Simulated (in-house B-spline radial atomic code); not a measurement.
**Yb⁺: density, ELF and screening along the radius**

Aim: the shell structure of Yb⁺ in the radial density, the electron localisation function and the screened nuclear charge, under several settings.

Program: in-house B-spline radial atomic code version 1. Level of theory: several methods, spin-polarised, as named in each step; spherical all-electron atom at the radial basis limit. These are calculated values, not measurements, unless marked.

## (1) The system

```
element       : ytterbium (Z = 70)
charge        : +1
electrons     : 69
configuration : [Xe] 4f14 6s1
nucleus       : point (non-relativistic runs) or finite (X2C runs)
```

The outer shells:

[Xe] 4f14 6s1
```
[Xe] core
4f [↑↓][↑↓][↑↓][↑↓][↑↓][↑↓][↑↓]
6s [↑ ]
```

Where spins are not typed, each open shell is filled with up spins first.

## (2) Hartree-Fock, X2C, [Xe] 4f14 6s1

Settings, as recorded:

```ini
Z = 70
electrons = 69.0
configuration = [Xe] 4f14 6s1
hamiltonian = x2c
method = hf
spin_polarised = True
nucleus = fermi
rms_radius = 5.3108
mass_number = 174
atomic_mass = 173.938867545
speed_of_light = 137.035999084
```

On the command line:

```bash
python run_scf.py task.json out
```

task.json lists these runs, among others, and the program works through them in turn.

From the run's result record (rounded, not every field):

```text
{
  "status": "converged",
  "scf [iteration, energy, orbital gradient]": [
    [1, -14053.2433297, 0.513],
    [2, -13936.1686432, 1.07],
    [3, -14028.5199013, 0.997],
    [4, -14053.7029721, 0.164],
    [5, -14054.3396982, 0.058],
    [6, -14054.3589859, 0.0721],
    [7, -14054.4929289, 0.00868],
    [8, -14054.4955, 0.00287],
    [9, -14054.4958406, 0.000489],
    [10, -14054.4958486, 9.74e-05],
    [11, -14054.495849, 9.93e-06],
    [12, -14054.495849, 6.26e-07]
  ],
  "energy [hartree]": {"total": -14054.495849, "kinetic": 15621.8416033, "nuclear": -34917.2969252, "coulomb": 5533.60890255, "exact_exchange": -292.649429603},
  "orbitals [hartree, bohr; first row names the columns]": [
    ["name", "occ", "eps", "<r>", "<r^2>", "<1/r>", "r_max"],
    ["1s up", 1.0, -2265.4903, 0.018887, 0.00049742, 87.621, 0.011464],
    ["1s down", 1.0, -2265.4892, 0.018887, 0.00049742, 87.621, 0.011464],
    ["2s up", 1.0, -388.84752, 0.082512, 0.0081116, 20.385, 0.070358],
    ["2s down", 1.0, -388.84649, 0.082512, 0.0081116, 20.385, 0.070359],
    ["2p up", 3.0, -343.38349, 0.073659, 0.006644, 17.456, 0.057039],
    ["2p down", 3.0, -343.38324, 0.073659, 0.006644, 17.456, 0.057039],
    ["3s up", 1.0, -89.897606, 0.21565, 0.05331, 7.3535, 0.19917],
    ["3s down", 1.0, -89.896341, 0.21566, 0.053311, 7.3533, 0.19918],
    ["3p up", 3.0, -75.87403, 0.21514, 0.053777, 6.5646, 0.19614],
    ["3p down", 3.0, -75.873808, 0.21514, 0.053777, 6.5646, 0.19614],
    ["3d up", 5.0, -58.34276, 0.19599, 0.045075, 6.1287, 0.16023],
    ["3d down", 5.0, -58.342757, 0.19599, 0.045075, 6.1287, 0.16023],
    ["4s up", 1.0, -18.900328, 0.48871, 0.26971, 3.0103, 0.45586],
    ["4s down", 1.0, -18.89792, 0.48876, 0.26976, 3.0099, 0.45589],
    ["4p up", 3.0, -14.191958, 0.51809, 0.30555, 2.6901, 0.47637],
    ["4p down", 3.0, -14.191448, 0.51806, 0.30551, 2.6903, 0.47637],
    ["4d up", 5.0, -7.8014216, 0.5625, 0.36773, 2.3561, 0.49295],
    ["4d down", 5.0, -7.8011479, 0.56246, 0.36768, 2.3562, 0.49294],
    ["5s up", 1.0, -2.6779991, 1.2342, 1.7177, 1.0785, 1.0872],
    ["5s down", 1.0, -2.6695111, 1.2366, 1.7245, 1.0758, 1.0888],
    ["5p up", 3.0, -1.4924307, 1.4688, 2.4638, 0.88447, 1.246],
    ["5p down", 3.0, -1.4880654, 1.4592, 2.4241, 0.88872, 1.245],
    ["4f up", 7.0, -0.74516164, 0.75327, 0.7556, 1.7571, 0.48888],
    ["4f down", 7.0, -0.74505048, 0.75206, 0.75162, 1.7583, 0.48883],
    ["6s up", 1.0, -0.41579258, 3.7636, 15.905, 0.328, 3.2691]
  ],
  "sum_r [bohr^k]": {"-1": 514.262, "1": 39.59339, "2": 51.5482},
  "specific_mass_shift [hartree m_e]": -5189.659,
  "radius_at_0.001 [bohr]": 4.396,
  "radius_enclosing_fraction [bohr]": {"0.5": 0.4058, "0.9": 1.284, "0.99": 3.235},
  "slater [hartree]": {
    "F0(4f up,4f up)": 1.2482,
    "F2(4f up,4f up)": 0.5833,
    "F4(4f up,4f up)": 0.36415,
    "F6(4f up,4f up)": 0.26149,
    "F0(4f up,4f down)": 1.2488,
    "F2(4f up,4f down)": 0.58369,
    "F4(4f up,4f down)": 0.36441,
    "F6(4f up,4f down)": 0.26167,
    "F0(4f up,6s up)": 0.31098,
    "G3(4f up,6s up)": 0.0087432,
    "F0(4f down,4f down)": 1.2494,
    "F2(4f down,4f down)": 0.58408,
    "F4(4f down,4f down)": 0.36466,
    "F6(4f down,4f down)": 0.26186,
    "F0(4f down,6s up)": 0.311,
    "F0(6s up,6s up)": 0.23963
  }
}
```

Run time: 0.4 s. Hardware: 1 thread, shared host.

radius_at_0.001 is where the density falls to 0.001 electrons per bohr³.

The record's radial tables, every 2nd point:

| r (bohr) | 4πr²n (1/bohr) | ELF | screened charge r·V (e) | reduced gradient s | 4πr²(n↑−n↓) |
| --- | --- | --- | --- | --- | --- |
| 0.00443 | 57.42 | 0.9980 | 67.82 | 0.6363 | 0.002143 |
| 0.00700 | 81.79 | 0.9931 | 66.66 | 0.6355 | 0.002722 |
| 0.0111 | 96.83 | 0.9587 | 64.97 | 0.6917 | 0.002296 |
| 0.0175 | 91.18 | 0.6915 | 62.62 | 0.7473 | 0.0003320 |
| 0.0276 | 83.67 | 0.3185 | 59.31 | 0.5155 | -0.0007494 |
| 0.0435 | 110.5 | 0.5967 | 54.74 | 0.2798 | 0.003069 |
| 0.0688 | 123.5 | 0.7060 | 48.75 | 0.4423 | 0.003306 |
| 0.109 | 95.81 | 0.3365 | 41.42 | 0.3486 | 0.0002084 |
| 0.172 | 114.3 | 0.7111 | 32.86 | 0.2918 | 0.007062 |
| 0.271 | 63.51 | 0.3335 | 24.16 | 0.5390 | -0.003277 |
| 0.428 | 64.74 | 0.6373 | 15.31 | 0.1920 | 0.004171 |
| 0.676 | 39.91 | 0.5425 | 8.197 | 0.5414 | 0.009769 |
| 1.07 | 15.25 | 0.4003 | 4.027 | 0.5259 | 0.03861 |
| 1.69 | 5.695 | 0.5345 | 1.952 | 0.9238 | 0.009314 |
| 2.66 | 0.9079 | 0.08064 | 1.288 | 1.652 | 0.2987 |
| 4.20 | 0.2755 | 0.7511 | 1.058 | 1.656 | 0.2646 |
| 6.64 | 0.03231 | 0.9978 | 1.003 | 5.769 | 0.03229 |
| 10.5 | 0.0002553 | 0.9992 | 1.000 | 44.50 | 0.0002553 |

## (3) PBEsol, X2C, [Xe] 4f14 6s1

Changes to the settings of step 2:

```diff
@@ -4,3 +4,3 @@
 hamiltonian = x2c
-method = hf
+method = pbesol
 spin_polarised = True
```

Main fields:

```text
{
  "status": "converged",
  "scf [iteration, energy, orbital gradient]": [
    [1, -14053.4143841, 0.433],
    [2, -13935.3141545, 1.11],
    [3, -14019.2660971, 1.18],
    [4, -14051.8371865, 0.398],
    [5, -14044.9412746, 0.687],
    [6, -13939.5986585, 1.02],
    [7, -14054.7519057, 0.0687],
    [8, -14054.9342037, 0.0104],
    [9, -14054.9399492, 0.0045],
    [10, -14054.9403797, 0.000312],
    [11, -14054.9403813, 5.97e-05],
    [12, -14054.9403813, 1.15e-05],
    [13, -14054.9403813, 4.8e-07]
  ],
  "energy [hartree]": {"total": -14054.9403813, "kinetic": 15619.8631632, "nuclear": -34906.2806159, "coulomb": 5524.16638687, "xc": -292.689315515},
  "orbitals [hartree, bohr; first row names the columns]": [
    ["name", "occ", "eps", "<r>"],
    ["1s up", 1.0, -2242.946, 0.0189],
    ["1s down", 1.0, -2242.9455, 0.0189],
    ["2s up", 1.0, -380.21142, 0.082618],
    ["2s down", 1.0, -380.21118, 0.082618],
    ["2p up", 3.0, -336.11077, 0.073647],
    ["2p down", 3.0, -336.11056, 0.073647],
    ["3s up", 1.0, -85.895464, 0.21638],
    ["3s down", 1.0, -85.895651, 0.21638],
    ["3p up", 3.0, -72.530491, 0.21565],
    ["3p down", 3.0, -72.53068, 0.21565],
    ["3d up", 5.0, -55.803641, 0.1961],
    ["3d down", 5.0, -55.80374, 0.1961],
    ["4s up", 1.0, -17.081044, 0.48817],
    ["4s down", 1.0, -17.081446, 0.48816],
    ["4p up", 3.0, -12.672497, 0.51778],
    ["4p down", 3.0, -12.672824, 0.51777],
    ["4d up", 5.0, -6.7622112, 0.56057],
    ["4d down", 5.0, -6.7623743, 0.56054],
    ["5s up", 1.0, -2.2623601, 1.2103],
    ["5s down", 1.0, -2.2602628, 1.2089],
    ["5p up", 3.0, -1.2617842, 1.4495],
    ["5p down", 3.0, -1.2568389, 1.4427],
    ["4f up", 7.0, -0.35925418, 0.7892],
    ["4f down", 7.0, -0.35813357, 0.78303],
    ["6s up", 1.0, -0.35468939, 3.5121]
  ],
  "sum_r [bohr^k]": {"-1": 514.109, "1": 39.63456, "2": 50.5203}
}
```

It took 0.32 s on 1 thread, shared host.

Fields along the radius, from the same record (one point in 4):

| r (bohr) | 4πr²n (1/bohr) | ELF | screened charge r·V (e) | reduced gradient s | 4πr²(n↑−n↓) |
| --- | --- | --- | --- | --- | --- |
| 0.00436 | 56.56 | 0.9981 | 67.85 | 0.6381 | 0.002502 |
| 0.0108 | 96.41 | 0.9631 | 65.09 | 0.6871 | 0.002836 |
| 0.0268 | 83.37 | 0.3240 | 59.56 | 0.5418 | -0.0006280 |
| 0.0664 | 125.0 | 0.7214 | 49.27 | 0.4262 | 0.004694 |
| 0.165 | 114.1 | 0.6857 | 33.69 | 0.2665 | 0.007347 |
| 0.408 | 62.85 | 0.5816 | 16.29 | 0.1727 | -0.01353 |
| 1.01 | 16.89 | 0.3783 | 4.489 | 0.5196 | 0.05277 |
| 2.51 | 1.255 | 0.1102 | 1.312 | 1.510 | 0.3283 |
| 6.22 | 0.03429 | 0.8062 | 1.003 | 5.730 | 0.03374 |

## (4) CAM-B3LYP, X2C, [Xe] 4f14 6s1

Changes to the settings of step 3:

```diff
@@ -4,3 +4,3 @@
 hamiltonian = x2c
-method = pbesol
+method = camb3lyp
 spin_polarised = True
```

Main fields:

```text
{
  "status": "converged",
  "scf [iteration, energy, orbital gradient]": [
    [1, -14058.9562949, 0.49],
    [2, -13940.5572319, 1.09],
    [3, -14027.8391218, 1.13],
    [4, -14058.779655, 0.295],
    [5, -14057.2501961, 0.382],
    [6, -14058.4404623, 0.186],
    [7, -14060.4193075, 0.00952],
    [8, -14060.4227628, 0.0018],
    [9, -14060.4229509, 0.000252],
    [10, -14060.422953, 4.09e-05],
    [11, -14060.4229531, 4.55e-06],
    [12, -14060.4229531, 3.36e-07]
  ],
  "energy [hartree]": {"total": -14060.4229531, "kinetic": 15627.6429577, "nuclear": -34916.7559251, "coulomb": 5526.98478734, "exact_exchange": -61.2995667477, "xc": -236.995206229},
  "orbitals [hartree, bohr; first row names the columns]": [
    ["name", "occ", "eps", "<r>"],
    ["1s up", 1.0, -2248.3104, 0.018892],
    ["1s down", 1.0, -2248.3098, 0.018892],
    ["2s up", 1.0, -382.09786, 0.082575],
    ["2s down", 1.0, -382.09741, 0.082576],
    ["2p up", 3.0, -337.68432, 0.073636],
    ["2p down", 3.0, -337.68405, 0.073636],
    ["3s up", 1.0, -86.777285, 0.21618],
    ["3s down", 1.0, -86.776833, 0.21618],
    ["3p up", 3.0, -73.272791, 0.2155],
    ["3p down", 3.0, -73.272571, 0.2155],
    ["3d up", 5.0, -56.383617, 0.19604],
    ["3d down", 5.0, -56.383448, 0.19604],
    ["4s up", 1.0, -17.521508, 0.48815],
    ["4s down", 1.0, -17.520672, 0.48815],
    ["4p up", 3.0, -13.051317, 0.51775],
    ["4p down", 3.0, -13.050854, 0.51774],
    ["4d up", 5.0, -7.0452677, 0.56102],
    ["4d down", 5.0, -7.0447758, 0.56099],
    ["5s up", 1.0, -2.4312611, 1.216],
    ["5s down", 1.0, -2.4274751, 1.2169],
    ["5p up", 3.0, -1.3814632, 1.4547],
    ["5p down", 3.0, -1.3774977, 1.4495],
    ["4f up", 7.0, -0.50837735, 0.7787],
    ["4f down", 7.0, -0.50747809, 0.77762],
    ["6s up", 1.0, -0.41219504, 3.5424]
  ],
  "sum_r [bohr^k]": {"-1": 514.271, "1": 39.60518, "2": 50.56191}
}
```

Wall time 3.3 s (1 thread, shared host).

The record's radial tables, every 4th point:

| r (bohr) | 4πr²n (1/bohr) | ELF | screened charge r·V (e) | reduced gradient s | 4πr²(n↑−n↓) |
| --- | --- | --- | --- | --- | --- |
| 0.00436 | 56.61 | 0.9981 | 67.85 | 0.6380 | 0.002550 |
| 0.0108 | 96.45 | 0.9631 | 65.09 | 0.6872 | 0.002916 |
| 0.0269 | 83.41 | 0.3229 | 59.53 | 0.5383 | -0.0003924 |
| 0.0667 | 124.9 | 0.7198 | 49.20 | 0.4284 | 0.004808 |
| 0.165 | 114.1 | 0.6861 | 33.69 | 0.2663 | 0.01115 |
| 0.411 | 63.19 | 0.5913 | 16.14 | 0.1745 | 0.01409 |
| 1.02 | 16.60 | 0.3813 | 4.404 | 0.5211 | 0.06501 |
| 2.53 | 1.211 | 0.1097 | 1.306 | 1.522 | 0.3152 |
| 6.27 | 0.03415 | 0.9104 | 1.003 | 5.755 | 0.03376 |

## (5) LDA (VWN5), X2C, [Kr] 4d10 4f14 5s2 5p5 6s1 7p1

Changes to the settings of step 4:

```diff
@@ -2,5 +2,5 @@
 electrons = 69.0
-configuration = [Xe] 4f14 6s1
+configuration = [Kr] 4d10 4f14 5s2 5p5 6s1 7p1
 hamiltonian = x2c
-method = camb3lyp
+method = lda,vwn
 spin_polarised = True
```

Main fields:

```text
{
  "status": "converged",
  "scf [iteration, energy, orbital gradient]": [
    [1, -14047.7554849, 0.345],
    [2, -14006.4169403, 0.777],
    [3, -14029.7217803, 0.943],
    [4, -14045.3578996, 0.442],
    [5, -14036.3883509, 0.81],
    [6, -14048.9133475, 0.0197],
    [7, -14048.9139128, 0.0165],
    [8, -14048.9227731, 0.00156],
    [9, -14048.9228613, 0.000243],
    [10, -14048.9228635, 4.99e-06],
    [11, -14048.9228635, 1.24e-07]
  ],
  "energy [hartree]": {"total": -14048.9228635, "kinetic": 15609.200046, "nuclear": -34870.2272875, "coulomb": 5499.66691523, "xc": -287.562537176},
  "orbitals [hartree, bohr; first row names the columns]": [
    ["name", "occ", "eps", "<r>"],
    ["1s up", 1.0, -2242.0891, 0.01891],
    ["1s down", 1.0, -2242.085, 0.01891],
    ["2s up", 1.0, -380.40262, 0.082653],
    ["2s down", 1.0, -380.4004, 0.082653],
    ["2p up", 3.0, -336.45485, 0.073655],
    ["2p down", 3.0, -336.45185, 0.073655],
    ["3s up", 1.0, -86.197314, 0.21652],
    ["3s down", 1.0, -86.195626, 0.21652],
    ["3p up", 3.0, -72.875755, 0.21572],
    ["3p down", 3.0, -72.873821, 0.21572],
    ["3d up", 5.0, -56.166818, 0.19612],
    ["3d down", 5.0, -56.1648, 0.19612],
    ["4s up", 1.0, -17.419666, 0.48852],
    ["4s down", 1.0, -17.416488, 0.48847],
    ["4p up", 3.0, -13.024868, 0.51821],
    ["4p down", 3.0, -13.021134, 0.51811],
    ["4d up", 5.0, -7.1280055, 0.56126],
    ["4d down", 5.0, -7.1227432, 0.56091],
    ["4f up", 7.0, -0.73296107, 0.76829],
    ["4f down", 7.0, -0.71996764, 0.76076],
    ["5s up", 1.0, -2.6432415, 1.1996],
    ["5s down", 1.0, -2.6115312, 1.1977],
    ["5p up", 3.0, -1.622036, 1.4153],
    ["5p down", 2.0, -1.5869348, 1.4118],
    ["6s up", 1.0, -0.5351647, 3.1041],
    ["7p up", 1.0, -0.14185464, 8.3977]
  ],
  "sum_r [bohr^k]": {"-1": 513.5698, "1": 45.7023, "2": 121.315}
}
```

Run time: 0.26 s. Hardware: 1 thread, shared host.

The record's radial tables, every 4th point:

| r (bohr) | 4πr²n (1/bohr) | ELF | screened charge r·V (e) | reduced gradient s | 4πr²(n↑−n↓) |
| --- | --- | --- | --- | --- | --- |
| 0.00544 | 68.46 | 0.9967 | 67.36 | 0.6291 | 0.004741 |
| 0.0145 | 95.76 | 0.8584 | 63.70 | 0.7351 | 0.01296 |
| 0.0388 | 101.1 | 0.4890 | 56.04 | 0.2897 | 0.06008 |
| 0.104 | 96.68 | 0.3455 | 42.28 | 0.3907 | 0.01793 |
| 0.277 | 61.68 | 0.3093 | 23.88 | 0.5148 | -0.02558 |
| 0.739 | 31.96 | 0.4518 | 7.567 | 0.5778 | 0.1596 |
| 1.97 | 2.886 | 0.2417 | 2.206 | 1.243 | 0.5592 |
| 5.27 | 0.06634 | 0.001041 | 1.351 | 1.500 | 0.06580 |
| 14.1 | 0.01357 | 0.07268 | 1.001 | 7.721 | 0.01357 |

## (6) The runs side by side

| run | total energy (hartree) | highest level (eV) | radius holding 50 / 90 / 99 % (bohr) | radius at n = 0.001 (bohr) | ELF minima on the full grid (bohr) |
| --- | --- | --- | --- | --- | --- |
| Hartree-Fock, X2C, [Xe] 4f14 6s1 | -14054.4958 | -11.314 | 0.406 / 1.28 / 3.23 | 4.40 | 0.028, 0.11, 0.34, 0.85, 2.7 |
| PBEsol, X2C, [Xe] 4f14 6s1 | -14054.9404 | -9.652 | 0.405 / 1.30 / 3.15 | 4.33 | 0.027, 0.10, 0.33, 0.81, 2.5 |
| CAM-B3LYP, X2C, [Xe] 4f14 6s1 | -14060.4230 | -11.216 | 0.405 / 1.29 / 3.15 | 4.33 | 0.027, 0.10, 0.33, 0.81, 2.5 |
| LDA (VWN5), X2C, [Kr] 4d10 4f14 5s2 5p5 6s1 7p1 | -14048.9229 | -3.860 | 0.405 / 1.31 / 7.41 | 4.12 | 0.030, 0.10, 0.28, 0.94, 2.5, 5.3 |

**Reading.** In the first run ELF has 5 minima on the grid, which mark the borders between shells. On the record's full grid the screened charge (r times the electrostatic potential) falls from 69.9 near the nucleus to 1.00 at 13 bohr; far out it tends to the net charge, 1. The radius that holds 99 % of the electrons runs from 3.15 bohr (PBEsol, X2C, [Xe] 4f14 6s1) to 7.41 bohr (LDA (VWN5), X2C, [Kr] 4d10 4f14 5s2 5p5 6s1 7p1). The grid is coarse (about 26 % a step), so the places of minima are rough. For X2C runs ELF uses the non-relativistic kinetic energy density, and the fields carry no picture-change correction.
